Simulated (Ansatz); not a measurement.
Predict the output of the script below (the Python package of Ansatz (0.2.0)).

Script `ch4bo2_scan.py`:
```python
import warnings

import ansatz as az
import numpy as np

config = {
    'basis': 'def2-SVP',
    'xc': 'r2scan0',
}


def main() -> None:
    warnings.simplefilter('ignore', az.DeckWarning)

    ch4bo2 = (
        az.Crystal.molecule()
        .atom('C', (-0.2584, 0.9605, -0.1551))
        .atom('O', (0.162, 0.37, 0.9973))
        .atom('B', (0.9493, -0.7846, 0.5876))
        .atom('O', (0.4407, -2.0918, 0.4515))
        .atom('H', (-0.9707, 0.3274, -0.7757))
        .atom('H', (-0.9144, 1.8995, 0.133))
        .atom('H', (0.5568, 1.3892, -0.7933))
        .atom('H', (0.127, -2.1273, -0.5012))
    )

    symbols = [site.symbol for site in ch4bo2.cartesian_sites]
    start = np.array([site.position_ang for site in ch4bo2.cartesian_sites])
    axis = (start[2] - start[1]) / np.linalg.norm(start[2] - start[1])
    moving = [2, 3, 7]
    lengths, energies = [1.282, 1.34, 1.398, 1.456, 1.515, 1.573, 1.631, 1.718], []
    for length in lengths:
        xyz = start.copy()
        xyz[moving] += (length - np.linalg.norm(start[2] - start[1])) * axis
        point = az.Crystal.molecule()
        for symbol, place in zip(symbols, xyz):
            point = point.atom(symbol, place.tolist())
        model = (
            point.calculation()
            .basis(gaussian=config['basis'])
            .functional(config['xc'])
            .spin('collinear', total=1)
        )
        data = model.run(threads=1, backend='cpu').report
        energies.append(data['free_energy_ev'])
        print(f'r = {length:6.3f} A  E = {energies[-1]:.5f} eV  <S^2> = {abs(data["mean_field"]["state"]["spin_squared"]):.3f}')

    fit = np.polynomial.Polynomial.fit(lengths, np.array(energies) - min(energies), 4).convert()
    roots = [r.real for r in fit.deriv().roots() if abs(r.imag) < 1e-9 and fit.deriv(2)(r.real) > 0]
    r_e = min(roots, key=lambda r: abs(r - lengths[int(np.argmin(energies))]))
    print(f'minimum of the fit at {r_e:.4f} A, force constant {fit.deriv(2)(r_e):.2f} eV/A^2')


if __name__ == '__main__':
    main()
```

Running `python ch4bo2_scan.py` prints:
```text
r =  1.282 A  E = -5863.08005 eV  <S^2> = 0.753
r =  1.340 A  E = -5863.23324 eV  <S^2> = 0.753
r =  1.398 A  E = -5863.23156 eV  <S^2> = 0.753
r =  1.456 A  E = -5863.12234 eV  <S^2> = 0.753
r =  1.515 A  E = -5862.93671 eV  <S^2> = 0.754
r =  1.573 A  E = -5862.70692 eV  <S^2> = 0.754
r =  1.631 A  E = -5862.44939 eV  <S^2> = 0.755
r =  1.718 A  E = -5862.04045 eV  <S^2> = 0.756
minimum of the fit at 1.3681 A, force constant 38.55 eV/A^2
```

What to keep in mind:
- Total energies depend on the basis set; only differences at equal settings carry meaning.
- The rest of the molecule is held rigid at a force-field or estimated start geometry, and the basis set is modest; single-reference methods fail as a bond breaks.
- The run takes the species as open-shell (spin multiplicity 2), which needn't be its ground state.
- Timing: 43 s on 1 thread of Arm Neoverse V1 (shared host), peak memory 0.27 GiB.
